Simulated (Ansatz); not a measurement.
# ZrB2 (AlB2 type): zero-pressure volume and bulk modulus with r²SCAN

One table from this session's results is given with a row withheld; the runs are named, their logs left out.

Computed with Ansatz 0.2.0 (DFT r²SCAN, scalar-relativistic, plane waves, PAW, unless a step's input says otherwise).

1 further run of the same task is left out (set aside as unsound or not needed). Runs told in other sessions of the task aren't counted.

### The system as given

It takes space group P6/mmm (No. 191, hexagonal). The conventional cell has a = 3.163 Å, b = 3.163 Å, c = 3.524 Å, α = 90.00°, β = 90.00°, γ = 120.00°. Zr (site symmetry 6/mmm) is surrounded by 12 B at 2.54 Å. B (site symmetry -6m2) is surrounded by 3 B at 1.83 Å and 6 Zr at 2.54 Å.

As a file:

```cif
data_structure
_symmetry_space_group_name_H-M 'P 1'
_symmetry_Int_Tables_number 1
_cell_length_a 3.1632
_cell_length_b 3.1632
_cell_length_c 3.5240
_cell_angle_alpha 90.000
_cell_angle_beta 90.000
_cell_angle_gamma 120.000
_cell_volume 30.54
loop_
_atom_site_label
_atom_site_type_symbol
_atom_site_fract_x
_atom_site_fract_y
_atom_site_fract_z
_atom_site_occupancy
Zr1 Zr 0.00000 0.00000 0.00000 1
B1 B 0.33333 0.66667 0.50000 1
B2 B 0.66667 0.33333 0.50000 1
```

At PBE, an earlier run found 2.42 GPa for this cell of 10.179 Å³/atom (8×8×8 mesh), a metal on this mesh.

Set-up of the first run:

File input.yaml:

```yaml
crystal:
  lattice:
    - [3.1632195451, 0.0, 0.0]
    - [-1.5816097725, 2.7394284838, 0.0]
    - [0.0, 0.0, 3.5239748476]
  atoms:
    - { symbol: Zr, position: [0.0, 0.0, 0.0] }
    - { symbol: B, position: [0.3333333333, 0.6666666667, 0.5] }
    - { symbol: B, position: [0.6666666667, 0.3333333333, 0.5] }
basis:
  ecutwfc: 500
  ecutrho_ratio: 4
kpoints:
  mp_grid: { grid: [8, 8, 8] }
hamiltonian:
  xc: r2scan
scf:
  occupations: { method: gaussian, width: 0.05 }
output:
  forces: true
  stress: true
  eigenvalues: true
relax:
  f_tol: 0.02
  max_steps: 40
  cell: { stress_tol: 0.2, fix: [volume] }
```

Run with:

```
> ansatz run input.yaml --threads 4 --pin off --max-ram 8192MiB --backend cpu --events-out ev --progress --plain --runs-dir out
```

Among the steps run: At the given cell; Stepping to 10.348 Å³/atom; Stepping to 10.282 Å³/atom; Volume × 0.98 of the new zero; Volume × 1.02 of the new zero; Volume × 0.96 of the new zero; Volume × 1.04 of the new zero.

One table of the session follows, with a row left open; its other results are not shown here.

It belongs to the step «Energy and pressure against volume». 

| volume (Å³/atom) | energy (meV/atom) | pressure (GPa) |
| --- | --- | --- |
| 9.871 | 13.31 | 10.72 |
| 10.076 | 3.22 | 5.10 |
| 10.282 | 0.00 | 0.01 |
| 10.488 | ? | ? |
| 10.693 | 11.64 | -8.79 |

Estimate the missing values for volume (Å³/atom) = 10.488.

Worked estimate for «energy (meV/atom)». A straight line through the neighbours (10.282, 0.00) and (10.693, 11.64) gives 0.00 + (11.64 − 0.00) × (10.488 − 10.282) / (10.693 − 10.282) = 5.83; a parabola fitted to 3 rows on both sides gives 2.83.

**Answer.** energy (meV/atom): 3.01; pressure (GPa): -4.60. In «energy (meV/atom)» the line misses by +2.82 and the parabola by -0.18.
